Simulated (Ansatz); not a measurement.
# Cu3Te: tests of the settings

Aim, for Cu3Te: make a base run at the listed cell, then see how the k-point mesh moves the results.

Computed with Ansatz 0.2.0 (DFT PBE, scalar-relativistic, plane waves, PAW, unless a step's input says otherwise).

## (1) Starting point

Symmetry: Pm-3m, No. 221, cubic system. Conventional cell: a = 3.947 Å, b = 3.947 Å, c = 3.947 Å, α = 90.00°, β = 90.00°, γ = 90.00°. Around Cu (site symmetry 4/mmm) lie 8 Cu at 2.79 Å and 4 Te at 2.79 Å. Te (site symmetry m-3m) is surrounded by 12 Cu at 2.79 Å.

As a file:

```
Cu Te
1.0
     3.94666    0.00000    0.00000
     0.00000    3.94666    0.00000
     0.00000    0.00000    3.94666
Cu Te
3 1
Cartesian
  0.0000 1.9733 1.9733
  1.9733 0.0000 1.9733
  1.9733 1.9733 0.0000
  0.0000 0.0000 0.0000
```

Source of the structure: the Materials Project (structure only). It is taken as it stands there.

## (2) A first look at the start

Contents of input.yaml:

```yaml
crystal:
  lattice:
    - [3.946662, 0.0, 0.0]
    - [0.0, 3.946662, 0.0]
    - [0.0, 0.0, 3.946662]
  atoms:
    - { symbol: Cu, position: [0.0, 0.5, 0.5] }
    - { symbol: Cu, position: [0.5, 0.0, 0.5] }
    - { symbol: Cu, position: [0.5, 0.5, 0.0] }
    - { symbol: Te, position: [0.0, 0.0, 0.0] }
basis:
  ecutwfc: 420
kpoints:
  mp_grid: { grid: [4, 4, 4] }
hamiltonian:
  xc: pbe
scf:
  occupations: { method: gaussian, width: 0.1 }
output:
  forces: true
  stress: true
  eigenvalues: true
```

What it wrote, shortened:

```text
[...]
SCF converged after 6 iterations
Free energy (F): -26854.735637 eV
[...]
E sigma→0 (E₀):  -26854.730864 eV
Entropy (-TS):   -0.009546 eV (-2.386 meV/atom)
Fermi energy:    15.713807 eV
[...]
--- Forces (eV/Å), atoms counted from 1 ---
  atom   1  Cu     0.00000000     0.00000000     0.00000000
  atom   2  Cu     0.00000000    -0.00000000     0.00000000
  atom   3  Cu     0.00000000     0.00000000    -0.00000000
  atom   4  Te    -0.00000000    -0.00000000     0.00000000
[...]
--- Stress (GPa, compression-positive) ---
        1.487197       0.000000       0.000000
        0.000000       1.487197       0.000000
        0.000000       0.000000       1.487197
  P = ⅓ Tr σ = 1.4872 GPa (14.872 kbar)
--- Band table (eV; the first three rows and the last of 10) ---
[...]
```

It took 0.65 s on 2 threads of an x86-64 CPU, shared host; peak memory 0.4 GiB.

Read-out: pressure 1.5 GPa, largest force 0.00 eV/Å, gap on this mesh none (metal). The gap decides the next run's mesh: 10×10×10 points.

## (3) The base run, for reference

input.yaml, as its differences from that of step 2:

```diff
@@ -13,3 +13,3 @@
 kpoints:
-  mp_grid: { grid: [4, 4, 4] }
+  mp_grid: { grid: [10, 10, 10] }
 hamiltonian:
@@ -22 +22,2 @@
   eigenvalues: true
+  populations: true
```

What it wrote, shortened:

```text
Warning: RAYON_NUM_THREADS=2 ignored (pool sized by the plan → 2); use --threads N
[...]
Pseudopotentials: kind: paw
Pseudopotential: Cu, paw, valence charge 19, recommended cutoff 420 eV (normal), Cu.paw.azcp
Pseudopotential: Te, paw, valence charge 16, recommended cutoff 420 eV (normal), Te.paw.azcp
Functional definition: PBE
[...]
Crystal: 4 atoms, lattice volume = 61.474 Å³
Basis set: ecut = 420 eV, 1213 PW (Γ), exchange–correlation on 54×54×54 points (8 copies of the dense FFT grid, shifted against one another)
Bands: 44, of which v1, the nominal top of the filled ones, is band 37 counted from 1 (36 counted from 0)
Symmetry: 48 space group operations
Space group: Pm-3m (ITA 221), of the structure as read, at distance tolerance 3.9e-5 Å
k-points: 56 of 1000
[...]
SCF iter   1: F=—  HF=-26854.829509 eV  |F-HF|=—  |Δ(HF+E_count)|=         —  Δρ=5.98e-3  dr2=1.67e-2  ethr=1.77e-3  ⟨swp⟩=6.8  Hψ=9517  notcnv=0  defer=2
[...]
SCF converged after 8 iterations
Free energy (F): -26854.824236 eV
[...]
E sigma→0 (E₀):  -26854.821054 eV
Entropy (-TS):   -0.006365 eV (-1.591 meV/atom)
Fermi energy:    15.727594 eV
[...]
--- Forces (eV/Å), atoms counted from 1 ---
  atom   1  Cu     0.00000000     0.00000000     0.00000000
  atom   2  Cu     0.00000000    -0.00000000     0.00000000
  atom   3  Cu     0.00000000    -0.00000000    -0.00000000
  atom   4  Te    -0.00000000     0.00000000    -0.00000000
[...]
--- Stress (GPa, compression-positive) ---
        0.718852       0.000000       0.000000
        0.000000       0.718852       0.000000
        0.000000       0.000000       0.718852
  P = ⅓ Tr σ = 0.7189 GPa (7.189 kbar)
--- Band table (eV; the first three rows and the last of 56) ---
[...]
--- Löwdin populations: 4 sites ---
  site symbol       q [e]
     0     Cu     18.6656
     1     Cu     18.6656
     2     Cu     18.6656
     3     Te     16.4076
  spilling = 0.008157 (of n_electrons = 73.000000)
```

Wall time 3.2 s (2 threads of an x86-64 CPU, shared host); peak memory 0.48 GiB.

Per atom:

```tsv
atom	Löwdin electrons
Cu1	18.67
Cu2	18.67
Cu3	18.67
Te4	16.41
```

The Löwdin counts miss 0.60 of the 73 electrons, which the atomic orbitals do not span, so they are no charges.

Read-out: -6713.7053 eV/atom at zero smearing, pressure 0.72 GPa and no gap on the mesh.

## (4) K-point mesh set to 1×1×1

input.yaml, as its differences from that of step 3:

```diff
@@ -13,3 +13,3 @@
 kpoints:
-  mp_grid: { grid: [10, 10, 10] }
+  mp_grid: { grid: [1, 1, 1] }
 hamiltonian:
@@ -22,2 +22 @@
   eigenvalues: true
-  populations: true
```

What it wrote, shortened:

```text
Warning: RAYON_NUM_THREADS=2 ignored (pool sized by the plan → 2); use --threads N
[...]
[... 4 set-up lines as earlier in the session ...]
[...]
Crystal: 4 atoms, lattice volume = 61.474 Å³
Basis set: ecut = 420 eV, 1213 PW (Γ), exchange–correlation on 54×54×54 points (8 copies of the dense FFT grid, shifted against one another)
Bands: 44, of which v1, the nominal top of the filled ones, is band 37 counted from 1 (36 counted from 0)
[... 2 set-up lines as earlier in the session ...]
k-points: 1
[...]
SCF iter   1: F=—  HF=-26851.509313 eV  |F-HF|=—  |Δ(HF+E_count)|=         —  Δρ=3.42e-2  dr2=1.12e0  ethr=1.77e-3  ⟨swp⟩=6.0  Hψ=162  notcnv=0
[...]
SCF iter   9: F=-26851.195626 eV  HF=-26851.195626 eV  |F-HF|=4.84e-10  |Δ(HF+E_count)|=   1.60e-8  Δρ=4.18e-6  dr2=8.86e-9  ethr=6.81e-11  ⟨swp⟩=4.0  Hψ=122  notcnv=0
[...]
SCF converged after 9 iterations
Free energy (F): -26851.195626 eV
[...]
E sigma→0 (E₀):  -26851.167417 eV
Entropy (-TS):   -0.056419 eV (-14.105 meV/atom)
Fermi energy:    14.544440 eV
[...]
--- Forces (eV/Å), atoms counted from 1 ---
  atom   1  Cu    -0.00000000    -0.00000000     0.00000000
  atom   2  Cu     0.00000000     0.00000000    -0.00000000
  atom   3  Cu     0.00000000     0.00000000     0.00000000
  atom   4  Te     0.00000000     0.00000000    -0.00000000
[...]
--- Stress (GPa, compression-positive) ---
        9.817257       0.000000       0.000000
        0.000000       9.817257      -0.000000
        0.000000       0.000000       9.817257
  P = ⅓ Tr σ = 9.8173 GPa (98.173 kbar)
--- Band table (eV) ---
[...]
```

Wall time 0.36 s (2 threads of an x86-64 CPU, shared host); peak memory 0.36 GiB.

Result: -6712.7919 eV/atom at zero smearing, pressure 9.82 GPa and no gap on the mesh.

## (5) K-point mesh set to 2×2×2

input.yaml, as its differences from that of step 4:

```diff
@@ -13,3 +13,3 @@
 kpoints:
-  mp_grid: { grid: [1, 1, 1] }
+  mp_grid: { grid: [2, 2, 2] }
 hamiltonian:
```

What it wrote, shortened:

```text
[...]
SCF converged after 8 iterations
Free energy (F): -26854.064679 eV
[...]
E sigma→0 (E₀):  -26854.055038 eV
Entropy (-TS):   -0.019283 eV (-4.821 meV/atom)
Fermi energy:    15.649002 eV
[...]
--- Forces (eV/Å), atoms counted from 1 ---
  atom   1  Cu     0.00000000    -0.00000000     0.00000000
  atom   2  Cu    -0.00000000    -0.00000000     0.00000000
  atom   3  Cu    -0.00000000    -0.00000000     0.00000000
  atom   4  Te     0.00000000    -0.00000000     0.00000000
[...]
--- Stress (GPa, compression-positive) ---
        5.911728       0.000000       0.000000
        0.000000       5.911728       0.000000
        0.000000       0.000000       5.911728
  P = ⅓ Tr σ = 5.9117 GPa (59.117 kbar)
--- Band table (eV) ---
[...]
```

Run time: 0.47 s. Hardware: 2 threads of an x86-64 CPU, shared host; peak memory 0.38 GiB.

This run gives -6713.5138 eV/atom at zero smearing, pressure 5.91 GPa and no gap on the mesh.

## (6) K-point mesh: 6×6×6

input.yaml, as its differences from that of step 5:

```diff
@@ -13,3 +13,3 @@
 kpoints:
-  mp_grid: { grid: [2, 2, 2] }
+  mp_grid: { grid: [6, 6, 6] }
 hamiltonian:
```

What it wrote, shortened:

```text
[...]
SCF converged after 7 iterations
Free energy (F): -26854.844776 eV
[...]
E sigma→0 (E₀):  -26854.842797 eV
Entropy (-TS):   -0.003958 eV (-0.989 meV/atom)
Fermi energy:    15.717079 eV
[...]
--- Forces (eV/Å), atoms counted from 1 ---
  atom   1  Cu     0.00000000    -0.00000000     0.00000000
  atom   2  Cu     0.00000000    -0.00000000     0.00000000
  atom   3  Cu     0.00000000    -0.00000000    -0.00000000
  atom   4  Te    -0.00000000    -0.00000000     0.00000000
[...]
--- Stress (GPa, compression-positive) ---
        1.103639       0.000000       0.000000
       -0.000000       1.103639       0.000000
        0.000000       0.000000       1.103639
  P = ⅓ Tr σ = 1.1036 GPa (11.036 kbar)
--- Band table (eV; the first three rows and the last of 20) ---
[...]
```

Run time: 1.1 s. Hardware: 2 threads of an x86-64 CPU, shared host; peak memory 0.43 GiB.

Read-out: -6713.7107 eV/atom at zero smearing, pressure 1.10 GPa and no gap on the mesh.

## (7) K-point mesh set to 8×8×8

input.yaml, as its differences from that of step 6:

```diff
@@ -13,3 +13,3 @@
 kpoints:
-  mp_grid: { grid: [6, 6, 6] }
+  mp_grid: { grid: [8, 8, 8] }
 hamiltonian:
```

What it wrote, shortened:

```text
[...]
SCF converged after 8 iterations
Free energy (F): -26854.826097 eV
[...]
E sigma→0 (E₀):  -26854.821104 eV
Entropy (-TS):   -0.009985 eV (-2.496 meV/atom)
Fermi energy:    15.596234 eV
[...]
--- Forces (eV/Å), atoms counted from 1 ---
  atom   1  Cu     0.00000000    -0.00000000    -0.00000000
  atom   2  Cu     0.00000000    -0.00000000     0.00000000
  atom   3  Cu     0.00000000    -0.00000000     0.00000000
  atom   4  Te    -0.00000000    -0.00000000     0.00000000
[...]
--- Stress (GPa, compression-positive) ---
        0.406016       0.000000       0.000000
       -0.000000       0.406016       0.000000
        0.000000       0.000000       0.406016
  P = ⅓ Tr σ = 0.4060 GPa (4.060 kbar)
--- Band table (eV; the first three rows and the last of 35) ---
[...]
```

Wall time 1.7 s (2 threads of an x86-64 CPU, shared host); peak memory 0.44 GiB.

Result: -6713.7053 eV/atom at zero smearing, pressure 0.41 GPa and no gap on the mesh.

## (8) K-point mesh: 12×12×12

input.yaml, as its differences from that of step 7:

```diff
@@ -13,3 +13,3 @@
 kpoints:
-  mp_grid: { grid: [8, 8, 8] }
+  mp_grid: { grid: [12, 12, 12] }
 hamiltonian:
```

What it wrote, shortened:

```text
Warning: RAYON_NUM_THREADS=2 ignored (pool sized by the plan → 2); use --threads N
[...]
[... 4 set-up lines as earlier in the session ...]
[...]
Crystal: 4 atoms, lattice volume = 61.474 Å³
Basis set: ecut = 420 eV, 1213 PW (Γ), exchange–correlation on 54×54×54 points (8 copies of the dense FFT grid, shifted against one another)
Bands: 44, of which v1, the nominal top of the filled ones, is band 37 counted from 1 (36 counted from 0)
[... 2 set-up lines as earlier in the session ...]
k-points: 84 of 1728
[...]
SCF iter   1: F=—  HF=-26854.844625 eV  |F-HF|=—  |Δ(HF+E_count)|=         —  Δρ=6.24e-3  dr2=1.76e-2  ethr=1.77e-3  ⟨swp⟩=7.0  Hψ=14179  notcnv=0  defer=3
[...]
SCF iter   8: F=-26854.839076 eV  HF=-26854.839076 eV  |F-HF|=2.00e-8  |Δ(HF+E_count)|=   7.03e-8  Δρ=5.11e-6  dr2=2.99e-8  ethr=1.37e-10  ⟨swp⟩=8.1  Hψ=15041  notcnv=0
[...]
SCF converged after 8 iterations
Free energy (F): -26854.839076 eV
[...]
E sigma→0 (E₀):  -26854.837557 eV
Entropy (-TS):   -0.003038 eV (-0.759 meV/atom)
Fermi energy:    15.758238 eV
[...]
--- Forces (eV/Å), atoms counted from 1 ---
  atom   1  Cu     0.00000000    -0.00000000    -0.00000000
  atom   2  Cu    -0.00000000    -0.00000000     0.00000000
  atom   3  Cu     0.00000000    -0.00000000     0.00000000
  atom   4  Te    -0.00000000    -0.00000000    -0.00000000
[...]
--- Stress (GPa, compression-positive) ---
        0.837276      -0.000000       0.000000
        0.000000       0.837276       0.000000
        0.000000       0.000000       0.837276
  P = ⅓ Tr σ = 0.8373 GPa (8.373 kbar)
--- Band table (eV; the first three rows and the last of 84) ---
[...]
```

Wall time 3.8 s (2 threads of an x86-64 CPU, shared host); peak memory 0.52 GiB.

Result: -6713.7094 eV/atom at zero smearing, pressure 0.84 GPa and no gap on the mesh.

## (9) K-point mesh: 14×14×14

input.yaml, as its differences from that of step 8:

```diff
@@ -13,3 +13,3 @@
 kpoints:
-  mp_grid: { grid: [12, 12, 12] }
+  mp_grid: { grid: [14, 14, 14] }
 hamiltonian:
```

What it wrote, shortened:

```text
Warning: RAYON_NUM_THREADS=2 ignored (pool sized by the plan → 2); use --threads N
[...]
[... 4 set-up lines as earlier in the session ...]
[...]
Crystal: 4 atoms, lattice volume = 61.474 Å³
Basis set: ecut = 420 eV, 1213 PW (Γ), exchange–correlation on 54×54×54 points (8 copies of the dense FFT grid, shifted against one another)
Bands: 44, of which v1, the nominal top of the filled ones, is band 37 counted from 1 (36 counted from 0)
[... 2 set-up lines as earlier in the session ...]
k-points: 120 of 2744
[...]
SCF iter   1: F=—  HF=-26854.840717 eV  |F-HF|=—  |Δ(HF+E_count)|=         —  Δρ=5.95e-3  dr2=1.77e-2  ethr=1.77e-3  ⟨swp⟩=6.8  Hψ=20234  notcnv=0  defer=2
[...]
SCF iter   8: F=-26854.835551 eV  HF=-26854.835551 eV  |F-HF|=2.22e-8  |Δ(HF+E_count)|=   5.41e-8  Δρ=5.07e-6  dr2=3.28e-8  ethr=1.37e-10  ⟨swp⟩=8.1  Hψ=21431  notcnv=0
[...]
SCF converged after 8 iterations
Free energy (F): -26854.835551 eV
[...]
E sigma→0 (E₀):  -26854.833152 eV
Entropy (-TS):   -0.004796 eV (-1.199 meV/atom)
Fermi energy:    15.678149 eV
[...]
--- Forces (eV/Å), atoms counted from 1 ---
  atom   1  Cu     0.00000000     0.00000000     0.00000000
  atom   2  Cu     0.00000000    -0.00000000     0.00000000
  atom   3  Cu    -0.00000000    -0.00000000     0.00000000
  atom   4  Te    -0.00000000     0.00000000     0.00000000
[...]
--- Stress (GPa, compression-positive) ---
        0.503749       0.000000       0.000000
       -0.000000       0.503749       0.000000
        0.000000       0.000000       0.503749
  P = ⅓ Tr σ = 0.5037 GPa (5.037 kbar)
--- Band table (eV; the first three rows and the last of 120) ---
[...]
```

Run time: 5.3 s. Hardware: 2 threads of an x86-64 CPU, shared host; peak memory 0.58 GiB.

Result: -6713.7083 eV/atom at zero smearing, pressure 0.50 GPa and no gap on the mesh.

## (10) K-point mesh: 16×16×16

input.yaml, as its differences from that of step 9:

```diff
@@ -13,3 +13,3 @@
 kpoints:
-  mp_grid: { grid: [14, 14, 14] }
+  mp_grid: { grid: [16, 16, 16] }
 hamiltonian:
```

What it wrote, shortened:

```text
Warning: RAYON_NUM_THREADS=2 ignored (pool sized by the plan → 2); use --threads N
[...]
[... 4 set-up lines as earlier in the session ...]
[...]
Crystal: 4 atoms, lattice volume = 61.474 Å³
Basis set: ecut = 420 eV, 1213 PW (Γ), exchange–correlation on 54×54×54 points (8 copies of the dense FFT grid, shifted against one another)
Bands: 44, of which v1, the nominal top of the filled ones, is band 37 counted from 1 (36 counted from 0)
[... 2 set-up lines as earlier in the session ...]
k-points: 165 of 4096
[...]
SCF iter   1: F=—  HF=-26854.840643 eV  |F-HF|=—  |Δ(HF+E_count)|=         —  Δρ=5.98e-3  dr2=1.74e-2  ethr=1.77e-3  ⟨swp⟩=6.9  Hψ=27771  notcnv=0  defer=6
[...]
SCF iter   8: F=-26854.835439 eV  HF=-26854.835439 eV  |F-HF|=2.38e-8  |Δ(HF+E_count)|=   6.53e-8  Δρ=5.42e-6  dr2=3.61e-8  ethr=1.37e-10  ⟨swp⟩=8.1  Hψ=29795  notcnv=0
[...]
SCF converged after 8 iterations
Free energy (F): -26854.835439 eV
[...]
E sigma→0 (E₀):  -26854.833585 eV
Entropy (-TS):   -0.003708 eV (-0.927 meV/atom)
Fermi energy:    15.705223 eV
[...]
--- Forces (eV/Å), atoms counted from 1 ---
  atom   1  Cu     0.00000000     0.00000000    -0.00000000
  atom   2  Cu     0.00000000    -0.00000000     0.00000000
  atom   3  Cu     0.00000000     0.00000000     0.00000000
  atom   4  Te     0.00000000    -0.00000000     0.00000000
[...]
--- Stress (GPa, compression-positive) ---
        0.572555       0.000000       0.000000
        0.000000       0.572555      -0.000000
        0.000000      -0.000000       0.572555
  P = ⅓ Tr σ = 0.5726 GPa (5.726 kbar)
--- Band table (eV; the first three rows and the last of 165) ---
[...]
```

Run time: 7.2 s. Hardware: 2 threads of an x86-64 CPU, shared host; peak memory 0.65 GiB.

Result: -6713.7084 eV/atom at zero smearing, pressure 0.57 GPa and no gap on the mesh.

## (11) The sweep of the k-point mesh side by side

ΔE: energy per atom at zero smearing, less that of the run at 16×16×16. Pressure is positive in compression.

```tsv
mesh	ΔE (meV/atom)	pressure (GPa)	irreducible points	SCF cycles	CPU time
1×1×1	917	9.82	1	9	0.57 s
2×2×2	195	5.91	4	8	0.79 s
4×4×4	25.7	1.49	10	6	1.2 s
6×6×6	-2.30	1.10	20	7	1.9 s
8×8×8	3.12	0.41	35	8	3.3 s
10×10×10	3.13	0.72	56	8	6.1 s
12×12×12	-0.99	0.84	84	8	7.3 s
14×14×14	0.11	0.50	120	8	10 s
16×16×16	0.00	0.57	165	8	14 s
```

Times: CPU seconds on a shared machine, a rough guide.

## (12) What came out

```
                                               quantity                                                          value
                                               base run  pressure 0.7 GPa, largest force 0.00 eV/Å, no gap on the mesh
k-point mesh: within 10 and 1 meV/atom of 16×16×16 from                                                6×6×6 for 10; 12×12×12 for 1
```

In the sweep of the k-point mesh, 12×12×12 already comes within 1 meV/atom of the reference, and so do all later runs, at about 0.52 of the reference's time. The reference is only the best run made, not a proven limit. The error changes sign along the series, since a k mesh isn't variational, and a metal needs dense meshes to resolve its Fermi surface. The runs treat Te without spin-orbit coupling.
